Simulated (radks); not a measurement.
# Ionising silver step by step, Ag²⁴⁺ to Ag⁴⁶⁺

How much does each further electron of silver cost? Each ion is computed in its NIST ground configuration. Each value is a difference of total energies (Δ-SCF).

Method: Dirac Kohn-Sham, PBE, spin-unpolarised, spherical densities, point nucleus; open shells are shared between the two j in proportion to 2j + 1. Code: radks (a radial shooting solver on a logarithmic mesh, Libxc functionals) version 1.

## 1. The atom as given

```
element             : silver (Z = 47)
charges             : 24 to 46
first configuration : [Ar] 3d5
last configuration  : 1s1
```

Outer shells as boxes (Hund's rule):

Ag²⁴⁺
```
[Ar] core
3d [↑ ][↑ ][↑ ][↑ ][↑ ]
```

Ag⁴⁶⁺
```
1s [↑ ]
```

## 2. Ag²⁴⁺, [Ar] 3d5

Settings of this run:

```text
Z 47
configuration [Ar] 3d5
relativity Dirac
functional pbe,pbe
spin unpolarised
j_filling average
nucleus point
c 137.035999084
```

## 3. Ag²⁵⁺, [Ar] 3d4

Input: that of step 2 with these lines changed.

```diff
@@ -1,3 +1,3 @@
 Z 47
-configuration [Ar] 3d5
+configuration [Ar] 3d4
 relativity Dirac
```

## 4. Ag²⁶⁺, [Ar] 3d3

Input: that of step 3 with these lines changed.

```diff
@@ -1,3 +1,3 @@
 Z 47
-configuration [Ar] 3d4
+configuration [Ar] 3d3 4s0 4p0
 relativity Dirac
```

## 5. Ag²⁷⁺, [Ar] 3d2

Input: that of step 4 with these lines changed.

```diff
@@ -1,3 +1,3 @@
 Z 47
-configuration [Ar] 3d3 4s0 4p0
+configuration [Ar] 3d2
 relativity Dirac
```

## 6. Ag²⁸⁺, [Ar] 3d1

Input: that of step 5 with these lines changed.

```diff
@@ -1,3 +1,3 @@
 Z 47
-configuration [Ar] 3d2
+configuration [Ar] 3d1 4s0 4p0
 relativity Dirac
```

## 7. Ag²⁹⁺, [Ar]

Input: that of step 6 with these lines changed.

```diff
@@ -1,3 +1,3 @@
 Z 47
-configuration [Ar] 3d1 4s0 4p0
+configuration [Ar]
 relativity Dirac
```

## 8. Ag³⁰⁺, [Ne] 3s2 3p5

Input: that of step 7 with these lines changed.

```diff
@@ -1,3 +1,3 @@
 Z 47
-configuration [Ar]
+configuration [Ne] 3s2 3p5
 relativity Dirac
```

## 9. Ag³¹⁺, [Ne] 3s2 3p4

Input: that of step 8 with these lines changed.

```diff
@@ -1,3 +1,3 @@
 Z 47
-configuration [Ne] 3s2 3p5
+configuration [Ne] 3s2 3p4
 relativity Dirac
```

## 10. Ag³²⁺, [Ne] 3s2 3p3

Input: that of step 9 with these lines changed.

```diff
@@ -1,3 +1,3 @@
 Z 47
-configuration [Ne] 3s2 3p4
+configuration [Ne] 3s2 3p3 4s0 3d0
 relativity Dirac
```

## 11. Ag³³⁺, [Ne] 3s2 3p2

Input: that of step 10 with these lines changed.

```diff
@@ -1,3 +1,3 @@
 Z 47
-configuration [Ne] 3s2 3p3 4s0 3d0
+configuration [Ne] 3s2 3p2 4s0 3d0
 relativity Dirac
```

## 12. Ag³⁴⁺, [Ne] 3s2 3p1

Input: that of step 11 with these lines changed.

```diff
@@ -1,3 +1,3 @@
 Z 47
-configuration [Ne] 3s2 3p2 4s0 3d0
+configuration [Ne] 3s2 3p1
 relativity Dirac
```

## 13. Ag³⁵⁺, [Ne] 3s2

Input: that of step 12 with these lines changed.

```diff
@@ -1,3 +1,3 @@
 Z 47
-configuration [Ne] 3s2 3p1
+configuration [Ne] 3s2
 relativity Dirac
```

## 14. Ag³⁶⁺, [Ne] 3s1

Input: that of step 13 with these lines changed.

```diff
@@ -1,3 +1,3 @@
 Z 47
-configuration [Ne] 3s2
+configuration [Ne] 3s1 3p0 4s0
 relativity Dirac
```

## 15. Ag³⁷⁺, [Ne]

Input: that of step 14 with these lines changed.

```diff
@@ -1,3 +1,3 @@
 Z 47
-configuration [Ne] 3s1 3p0 4s0
+configuration [Ne]
 relativity Dirac
```

## 16. Ag³⁸⁺, [He] 2s2 2p5

Input: that of step 15 with these lines changed.

```diff
@@ -1,3 +1,3 @@
 Z 47
-configuration [Ne]
+configuration [He] 2s2 2p5
 relativity Dirac
```

## 17. Ag³⁹⁺, [He] 2s2 2p4

Input: that of step 16 with these lines changed.

```diff
@@ -1,3 +1,3 @@
 Z 47
-configuration [He] 2s2 2p5
+configuration [He] 2s2 2p4
 relativity Dirac
```

## 18. Ag⁴⁰⁺, [He] 2s2 2p3

Input: that of step 17 with these lines changed.

```diff
@@ -1,3 +1,3 @@
 Z 47
-configuration [He] 2s2 2p4
+configuration [He] 2s2 2p3
 relativity Dirac
```

## 19. Ag⁴¹⁺, [He] 2s2 2p2

Input: that of step 18 with these lines changed.

```diff
@@ -1,3 +1,3 @@
 Z 47
-configuration [He] 2s2 2p3
+configuration [He] 2s2 2p2 3s0 3p0
 relativity Dirac
```

## 20. Ag⁴²⁺, [He] 2s2 2p1

Input: that of step 19 with these lines changed.

```diff
@@ -1,3 +1,3 @@
 Z 47
-configuration [He] 2s2 2p2 3s0 3p0
+configuration [He] 2s2 2p1
 relativity Dirac
```

## 21. Ag⁴³⁺, [He] 2s2

Input: that of step 20 with these lines changed.

```diff
@@ -1,3 +1,3 @@
 Z 47
-configuration [He] 2s2 2p1
+configuration [He] 2s2
 relativity Dirac
```

## 22. Ag⁴⁴⁺, [He] 2s1

Input: that of step 21 with these lines changed.

```diff
@@ -1,3 +1,3 @@
 Z 47
-configuration [He] 2s2
+configuration [He] 2s1 2p0 3s0
 relativity Dirac
```

## 23. Ag⁴⁵⁺, [He]

Input: that of step 22 with these lines changed.

```diff
@@ -1,3 +1,3 @@
 Z 47
-configuration [He] 2s1 2p0 3s0
+configuration [He]
 relativity Dirac
```

## 24. Ag⁴⁶⁺, 1s1

Input: that of step 23 with these lines changed.

```diff
@@ -1,3 +1,3 @@
 Z 47
-configuration [He]
+configuration 1s1
 relativity Dirac
```

Before running it: what results should come out? Wanted: for each run, species; configuration; Δ-SCF; −ε(HOMO); NIST; error.

As calculated:

```csv
species,configuration,Δ-SCF (eV),−ε(HOMO) (eV),NIST (eV),error (%)
Ag²⁴⁺,[Ar] 3d5,1229.8,1190.7,1231 (theory),-0.1
Ag²⁵⁺,[Ar] 3d4,1302.7,1262.8,1308 (theory),-0.4
Ag²⁶⁺,[Ar] 3d3,1377.1,1336.3,1382 (theory),-0.4
Ag²⁷⁺,[Ar] 3d2,1453.0,1411.3,1460 (theory),-0.5
Ag²⁸⁺,[Ar] 3d1,1530.2,1487.8,1535 (theory),-0.3
Ag²⁹⁺,[Ar],1764.7,1716.0,1747 (semi-emp.),+1.0
Ag³⁰⁺,[Ne] 3s2 3p5,1835.4,1786.1,1811 (semi-emp.),+1.4
Ag³¹⁺,[Ne] 3s2 3p4,1906.6,1856.8,1888 (semi-emp.),+1.0
Ag³²⁺,[Ne] 3s2 3p3,1978.5,1928.1,1979 (semi-emp.),-0.0
Ag³³⁺,[Ne] 3s2 3p2,2050.7,1999.8,2077 (semi-emp.),-1.3
Ag³⁴⁺,[Ne] 3s2 3p1,2123.1,2071.9,2131 (semi-emp.),-0.4
Ag³⁵⁺,[Ne] 3s2,2306.1,2271.5,2302 (semi-emp.),+0.2
Ag³⁶⁺,[Ne] 3s1,2375.5,2340.7,2372.0 (semi-emp.),+0.1
Ag³⁷⁺,[Ne],5622.8,5460.9,5558 (semi-emp.),+1.2
Ag³⁸⁺,[He] 2s2 2p5,5825.9,5661.6,5753 (semi-emp.),+1.3
Ag³⁹⁺,[He] 2s2 2p4,6031.1,5864.4,5966 (semi-emp.),+1.1
Ag⁴⁰⁺,[He] 2s2 2p3,6238.1,6069.1,6170 (semi-emp.),+1.1
Ag⁴¹⁺,[He] 2s2 2p2,6446.6,6275.5,6551 (semi-emp.),-1.6
Ag⁴²⁺,[He] 2s2 2p1,6655.8,6483.0,6785 (semi-emp.),-1.9
Ag⁴³⁺,[He] 2s2,7101.2,7013.7,7082 (semi-emp.),+0.3
Ag⁴⁴⁺,[He] 2s1,7271.4,7187.7,7271.3 (theory),+0.0
Ag⁴⁵⁺,[He],30225,29854,30097.3 (theory),+0.4
Ag⁴⁶⁺,1s1,30919,30591,30965.8 (theory),-0.2
```

What this shows: Reference values: NIST Atomic Spectra Database (exp. measured, semi-emp. semi-empirical, theory a theoretical value adopted there). The steepest step, after dividing by the final charge, comes at Ag⁴⁵⁺ in [He], where the value goes from 7271.4 to 30225 eV. There the highest level belongs to another shell. Against the measured or semi-empirical entries the Δ-SCF values err by +0.2 % on average (signed), at worst -1.9 % (Ag⁴²⁺). Minus the highest eigenvalue gives 97 to 99 % of the Δ-SCF value along the ladder. Spin polarisation and multiplet splitting are left out, so open shells lie too high by an amount that depends on their filling. Sharing an open shell by 2j + 1 raises it above the true ground level by a part of the spin-orbit splitting, which enters the differences from NIST. Nuclear size, the Breit interaction and QED, all absent here, shift the 1s and 2s values of heavy ions.
